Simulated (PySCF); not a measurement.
# C2H9GeN: the cost of one run

Programs: PySCF 2.14.0, with density-fitted response routines of our own. Each step states its level of theory. These are calculated values for one molecule in the gas phase, unless marked as measured. Atoms count from 0, in the outputs and in this text.

**1. Starting geometry**

13 atoms, charge 0, multiplicity 1; geometry from: GFN2-xTB. The atoms were then displaced at random by about 0.01 Å, so the start is not that level's minimum.

Bonds of the start (Å): C0–C1 1.49, C1–Ge2 1.97, Ge2–N3 1.86, C0–H4 1.11, C0–H5 1.09, C0–H6 1.09, C1–H7 1.09, C1–H8 1.08, Ge2–H9 1.49, Ge2–H10 1.52, N3–H11 1.02, N3–H12 0.96.

**2. Optimising the geometry at PBE0-D3(BJ)/def2-SVP**

The job: settings as JSON, then the geometry in Å.

```
{"job": {"xc": "PBE0", "basis": "def2-SVP", "d3": "d3bj", "grid": 1, "shake": 0.01, "kind": "geom"}, "charge": 0, "multiplicity": 1}
C     -1.951000    -0.200650    -0.520070
C     -0.622200    -0.622480     0.008820
Ge     0.859340     0.540960    -0.564010
N      2.399210    -0.034180     0.311390
H     -2.203970     0.829490    -0.203870
H     -2.765680    -0.833370    -0.177300
H     -1.965040    -0.182870    -1.612270
H     -0.631520    -0.638610     1.097550
H     -0.403530    -1.630330    -0.300100
H      1.223470     0.415690    -2.002980
H      0.547230     2.008400    -0.306160
H      2.308880    -0.091980     1.328530
H      3.210620     0.423040     0.068890
```

The run is started by

```sh
OMP_NUM_THREADS=1 python probes_run.py task.json out
```

This one command runs all jobs of the session in turn.

**Question.** How long does this first job take on 1 thread of Arm Neoverse V1, shared host, and how much memory does it need?

About 64 s, with a peak of 0.51 GiB.
